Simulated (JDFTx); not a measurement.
Crystal: Br.

```
Br
1.0
     3.36325   -2.32255    0.00000
     3.36325    2.32255    0.00000
     0.00000    0.00000    8.70230
Br
4
Direct
  0.36510 0.63490 0.39010
  0.13490 0.86510 0.89010
  0.63490 0.36510 0.60990
  0.86510 0.13490 0.10990
```

```yaml
Program: JDFTx 1.7.0 (patched build)
Task: relaxation of cell and atoms
Functional: r2SCAN
Potentials_or_basis: SG15-PBE-1.2 with smoothed tails
Cutoff: 1088 eV
Density_cutoff: 8708 eV
k_mesh: 3 × 3 × 1
Occupations: fermi-dirac, width 0.05 eV
Spin: no spin polarisation
```

At the start: pressure 0.8 GPa; volume 33.99 Å³/atom.

Q: Where does the relaxation end?

A: Over 27 steps the energy falls by 70.9 meV/atom and the volume is 31.38 Å³/atom (-7.7 %); space group Cmce (No. 64, to 0.05 Å).

Step by step:
```csv
step,energy change (eV),largest force (eV/Å),pressure (GPa),volume (Å³)
1,0.0000,0.9117,0.78,135.95
2,-0.0302,0.6451,0.24,136.06
3,-0.0689,0.2017,-0.73,135.87
4,-0.0836,0.1120,-0.95,135.24
5,-0.1144,0.0590,-0.94,133.34
6,-0.1459,0.2582,-0.01,130.30
7,-0.1579,0.3209,1.44,123.66
8,-0.2172,0.1787,0.64,123.49
9,-0.2319,0.0743,-0.72,126.56
10,-0.2415,0.0719,-0.15,125.55
11,-0.2502,0.1199,0.27,124.15
12,-0.2593,0.1684,0.69,122.73
13,-0.2595,0.2061,1.46,120.23
14,-0.2615,0.1573,1.39,120.14
15,-0.2680,0.1106,-0.15,123.79
16,-0.2778,0.0986,-0.17,124.07
17,-0.2797,0.0960,-0.35,124.80
18,-0.2812,0.0568,-0.27,125.03
19,-0.2813,0.0453,0.12,124.60
20,-0.2822,0.0381,0.21,124.24
21,-0.2833,0.0070,0.08,124.55
22,-0.2835,0.0064,0.04,124.76
23,-0.2835,0.0058,0.01,124.97
24,-0.2836,0.0020,0.00,125.38
25,-0.2837,0.0121,0.06,125.41
26,-0.2837,0.0122,0.07,125.37
27,-0.2837,0.0065,0.03,125.50
```

Final structure:
```yaml
crystal:
  lattice:
    - [3.67014, -1.99479, 0.00000]
    - [3.67014, 1.99479, 0.00000]
    - [0.00000, 0.00000, 8.57140]
  atoms:
    - { symbol: Br, position: [0.34376, 0.65624, 0.37892] }
    - { symbol: Br, position: [0.15624, 0.84376, 0.87892] }
    - { symbol: Br, position: [0.65624, 0.34376, 0.62108] }
    - { symbol: Br, position: [0.84376, 0.15624, 0.12108] }
```

Caveat: the k mesh is coarse (spacing up to 0.72 Å⁻¹), so the values aren't converged; meta-GGA forces are noisy on this grid; the plane waves are those of the starting cell, so after so large a change of volume the result is rough; the potentials were made for another functional, which shifts forces and pressure.
